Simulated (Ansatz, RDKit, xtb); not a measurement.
# C4H9GeOP: ranking a sample of isomers, part 2 of 2

A sample of isomers of C4H9GeOP is drawn. Aim: find which of them has the lowest free energy at 298.15 K, then its properties. The sample is small against all isomers, and the most stable one of this formula need not be in it.

xtb, Ansatz and PySCF; isolated molecules. The steps go on from the part before.

**9. The final energy**

Each finalist gets a single point at CCSD(T)/def2-SVP + MP2/def2-TZVPP - MP2/def2-SVP.

c501a, CCSD(T)/def2-SVP:

Contents of input.yaml:

```yaml
crystal:
  periodic: [false, false, false]
  atoms:
    - {symbol: C, position_ang: [1.010964, -0.233528, -0.192835]}
    - {symbol: C, position_ang: [1.173066, 0.268905, -1.428496]}
    - {symbol: C, position_ang: [0.066787, 0.698579, -2.363013]}
    - {symbol: C, position_ang: [-1.254092, 1.064399, -1.680792]}
    - {symbol: Ge, position_ang: [-0.788037, -0.500284, 0.489965]}
    - {symbol: O, position_ang: [-1.794627, 0.003490, -0.917269]}
    - {symbol: P, position_ang: [-1.227754, 0.948244, 2.285482]}
    - {symbol: H, position_ang: [-0.219441, 0.339534, 3.099192]}
    - {symbol: H, position_ang: [-2.271849, 0.135488, 2.826160]}
    - {symbol: H, position_ang: [-1.162951, -1.971707, 0.754069]}
    - {symbol: H, position_ang: [1.892871, -0.502433, 0.398054]}
    - {symbol: H, position_ang: [2.191493, 0.373878, -1.827760]}
    - {symbol: H, position_ang: [0.410821, 1.562974, -2.957296]}
    - {symbol: H, position_ang: [-0.115397, -0.113145, -3.093133]}
    - {symbol: H, position_ang: [-1.999691, 1.334832, -2.447220]}
    - {symbol: H, position_ang: [-1.095815, 1.966671, -1.053471]}
basis:
  gaussian: {orbitals: def2-SVP}
correlation: {method: ccsd_t, frozen_orbitals: {P: 5, O: 1, C: 1, H: 0, Ge: 9}}
```

Run with:

```bash
$ ansatz run input.yaml --threads 4 --pin off --max-ram 7830MiB --events-out events.jsonl --progress --plain --runs-dir runs
```

The program printed, cut to the lines that bear on the results:

```text
Warning: RAYON_NUM_THREADS=4 ignored (pool sized by the plan → 4); use --threads N
Functional definition: HF
  name "HF"
[...]
1654 factors; integrals over basis functions are off by at most 1.3e-3 eV
[...]
mean field -72032.20562972 eV, -2647.1347317096 hartree, gradient 8.5e-6 eV, S^2 0.000000; 0 other end points of the search recorded, 0 dependent functions left out
19 core orbitals not correlated: weight in the atoms' cores, before any rotation towards them, 1.000 or more for the frozen orbitals, at most 0.000 for the correlated occupied ones
reference -72032.20562972 eV, -2647.1347317096 hartree; 25, 25 occupied and 121, 121 virtual orbitals, 1654 factors
second order -29.12013412 eV of doubles, -0.00000000 eV of singles
cycle   1  -29.79804501 eV  change   -6.8e-1 eV  update   1.3e-1
[...]
cycle   9  -30.86390597 eV  change   -1.6e-5 eV  update   3.6e-5
perturbative correction -1.05300124 eV, -0.0386970817 hartree
Total energy: -72064.12253693 eV, -2648.3076564153 hartree
```

Wall time 74 s (4 threads of Arm Neoverse V1, shared host); peak memory 1.8 GiB.

**10. c501a at MP2/def2-TZVPP**

Changes to input.yaml since step 9:

```diff
@@ -20,3 +20,6 @@
 basis:
-  gaussian: {orbitals: def2-SVP}
-correlation: {method: ccsd_t, frozen_orbitals: {P: 5, O: 1, C: 1, H: 0, Ge: 9}}
+  gaussian:
+    orbitals: def2-TZVPP
+correlation:
+  method: mp2
+  frozen_orbitals: {P: 5, O: 1, C: 1, H: 0, Ge: 9}
```

Run with:

```bash
$ ansatz run input.yaml --threads 4 --pin off --max-ram 7830MiB --events-out events.jsonl --progress --plain --runs-dir runs
```

The program printed:

```text
Warning: RAYON_NUM_THREADS=4 ignored (pool sized by the plan → 4); use --threads N
[... 2 set-up lines as earlier in the session ...]
  exchange = exact_x
  correlation = 0
2228 factors; integrals over basis functions are off by at most 8.7e-4 eV
mean field evaluation 1: about -72044.0001 eV, gradient 4.5e1 eV
mean field evaluation 2: about -72044.4180 eV, gradient 4.5e1 eV
mean field evaluation 4: about -72049.7068 eV, gradient 6.2e0 eV
mean field evaluation 8: about -72049.8306 eV, gradient 4.0e-1 eV
mean field evaluation 16: about -72049.8317 eV, gradient 1.4e-6 eV
mean field -72049.83166794 eV, -2647.7824766668 hartree, gradient 1.4e-6 eV, S^2 0.000000; 0 other end points of the search recorded, 0 dependent functions left out
19 core orbitals not correlated: weight in the atoms' cores, before any rotation towards them, 1.000 or more for the frozen orbitals, at most 0.000 for the correlated occupied ones
reference -72049.83166794 eV, -2647.7824766668 hartree; 25, 25 occupied and 327, 327 virtual orbitals, 2228 factors
second order -35.40583658 eV of doubles, -0.00000000 eV of singles
Total energy: -72085.23750452 eV, -2649.0836171623 hartree
```

It took 17 s on 4 threads of Arm Neoverse V1, shared host; peak memory 1.5 GiB.

**11. c695a at CCSD(T)/def2-SVP**

Contents of input.yaml:

```yaml
crystal:
  periodic: [false, false, false]
  atoms:
    - {symbol: C, position_ang: [-0.694436, 2.197086, 0.964937]}
    - {symbol: C, position_ang: [0.139188, 1.150468, 0.977957]}
    - {symbol: C, position_ang: [0.846758, 0.627894, -0.263039]}
    - {symbol: C, position_ang: [0.401286, 0.271092, 2.172635]}
    - {symbol: Ge, position_ang: [0.336388, -1.505222, 1.291765]}
    - {symbol: O, position_ang: [0.776342, -0.789833, -0.316592]}
    - {symbol: P, position_ang: [-1.753062, -2.530558, 1.087722]}
    - {symbol: H, position_ang: [-0.891903, 2.752614, 0.043470]}
    - {symbol: H, position_ang: [-1.196824, 2.540777, 1.873480]}
    - {symbol: H, position_ang: [1.910505, 0.946571, -0.242368]}
    - {symbol: H, position_ang: [0.394299, 1.053601, -1.174489]}
    - {symbol: H, position_ang: [1.418236, -2.523986, 1.715573]}
    - {symbol: H, position_ang: [-1.838285, -2.776441, 2.496120]}
    - {symbol: H, position_ang: [-2.434921, -1.276739, 1.177540]}
    - {symbol: H, position_ang: [-0.312520, 0.420751, 2.992704]}
    - {symbol: H, position_ang: [1.428458, 0.404534, 2.556338]}
basis:
  gaussian: {orbitals: def2-SVP}
correlation: {method: ccsd_t, frozen_orbitals: {P: 5, O: 1, C: 1, H: 0, Ge: 9}}
```

Run with:

```bash
$ ansatz run input.yaml --threads 4 --pin off --max-ram 7830MiB --events-out events.jsonl --progress --plain --runs-dir runs
```

The program printed, cut to the lines that bear on the results:

```text
Warning: RAYON_NUM_THREADS=4 ignored (pool sized by the plan → 4); use --threads N
[... 2 set-up lines as earlier in the session ...]
[...]
1655 factors; integrals over basis functions are off by at most 1.4e-3 eV
[...]
mean field -72032.03476461 eV, -2647.1284525327 hartree, gradient 7.7e-7 eV, S^2 0.000000; 0 other end points of the search recorded, 0 dependent functions left out
19 core orbitals not correlated: weight in the atoms' cores, before any rotation towards them, 1.000 or more for the frozen orbitals, at most 0.000 for the correlated occupied ones
reference -72032.03476461 eV, -2647.1284525327 hartree; 25, 25 occupied and 121, 121 virtual orbitals, 1655 factors
second order -29.19696108 eV of doubles, -0.00000000 eV of singles
cycle   1  -29.83568851 eV  change   -6.4e-1 eV  update   1.3e-1
[...]
cycle   9  -30.90988834 eV  change   -1.7e-5 eV  update   4.1e-5
perturbative correction -1.06325336 eV, -0.0390738404 hartree
Total energy: -72064.00790631 eV, -2648.3034438181 hartree
```

It took 74 s on 4 threads of Arm Neoverse V1, shared host; peak memory 1.8 GiB.

For c701d the log finds that unrestricted Hartree-Fock orbitals lie lower, a sign to watch the closed-shell reference there.

**12. Free energies and the winner**

Energies in kcal/mol from c501a; G adds the thermal terms to the CCSD(T)/def2-SVP + MP2/def2-TZVPP - MP2/def2-SVP energy. The columns left of the relaxed level are at the tight-binding geometries.

```tsv
label	SMILES	spin	GFN2-xTB	HF/STO-3G	r2SCAN-D4/def2-SVP	B3LYP-D3(BJ)/def2-SVP	HF/def2-SVP	MP2/def2-SVP	CCSD(T)/def2-SVP + MP2/def2-TZVPP - MP2/def2-SVP	G	share at equilibrium	T1
c501a	[PH2][Ge@@H]1[CH]=CCC[O]1	singlet	0.0	0.0	0.0	0.0	0.0	0.0	0.0	0.0	70.8 %	0.012
c695a	C=C1C[O][Ge@H]([PH2])[CH2]1	singlet	-0.5	5.8	2.8	2.7	3.9	2.2	1.6	0.5	29.2 %	0.012
c701d	C=C(C)[C](=O)[GeH2][PH2]	singlet	24.5	40.4	16.0	15.3	18.5	17.4	20.2	15.3	< 0.1 %	0.013
```

Lowest found: c501a, `[PH2][Ge@@H]1[CH]=CCC[O]1`, a singlet. Bond lengths: C1–C2 1.344 Å, C2–C3 1.511 Å, C3–C4 1.531 Å, C1–Ge5 1.943 Å, C4–O6 1.414 Å, Ge5–O6 1.802 Å, Ge5–P7 2.349 Å, P7–H8 1.432 Å, P7–H9 1.429 Å, Ge5–H10 1.541 Å, C1–H11 1.095 Å, C2–H12 1.099 Å, C3–H13 1.104 Å, C3–H14 1.107 Å, C4–H15 1.103 Å, C4–H16 1.110 Å. Some angles: C1–C2–C3 125.9°, C2–C1–Ge5 119.1°, C2–C3–C4 115.1°, C3–C4–O6 113.0°, C1–Ge5–O6 101.8°, C1–Ge5–P7 110.9°, O6–Ge5–P7 108.7°, C4–O6–Ge5 114.7°, C1–C2–H12 118.8°, C3–C2–H12 115.3°.

```xyz
16

C     1.0110   -0.2335   -0.1928
C     1.1731    0.2689   -1.4285
C     0.0668    0.6986   -2.3630
C    -1.2541    1.0644   -1.6808
Ge   -0.7880   -0.5003    0.4900
O    -1.7946    0.0035   -0.9173
P    -1.2278    0.9482    2.2855
H    -0.2194    0.3395    3.0992
H    -2.2718    0.1355    2.8262
H    -1.1630   -1.9717    0.7541
H     1.8929   -0.5024    0.3981
H     2.1915    0.3739   -1.8278
H     0.4108    1.5630   -2.9573
H    -0.1154   -0.1131   -3.0931
H    -1.9997    1.3348   -2.4472
H    -1.0958    1.9667   -1.0535
```

**13. What came out**

The summary covers parts 1 to 2.

| quantity | value |
| --- | --- |
| lowest structure found | [PH2][Ge@@H]1[CH]=CCC[O]1, singlet |
| next finalist | C=C1C[O][Ge@H]([PH2])[CH2]1, singlet, 0.5 kcal/mol higher in G |
| share at equilibrium, among the finalists | 70.8 % |
| funnel | 22 starts, 21 minima at GFN2-xTB, 15 screening runs, 4 relaxed, 3 ranked |
| CPU time of all runs | 38 min |

`[PH2][Ge@@H]1[CH]=CCC[O]1` comes out lowest. Its margin of 0.5 kcal/mol is inside the likely error of CCSD(T)/def2-SVP + MP2/def2-TZVPP - MP2/def2-SVP with harmonic terms (about 1.5 kcal/mol), so the order of the first two is not settled. HF/STO-3G, r2SCAN-D4/def2-SVP, B3LYP-D3(BJ)/def2-SVP, HF/def2-SVP and MP2/def2-SVP already put its bonding pattern lowest among the structures in one piece; GFN2-xTB favours the singlet C=C1C[O][Ge@H]([PH2])[CH2]1. The largest share of the time went into the final energies (47 %). 6 minima inside the window were never screened. The search is not exhaustive (a finite list of starts, one conformer a finalist), so a lower isomer can't be ruled out. Only 7 drawn patterns were tried, so whole families of isomers are missing, and the result ranks this sample alone.
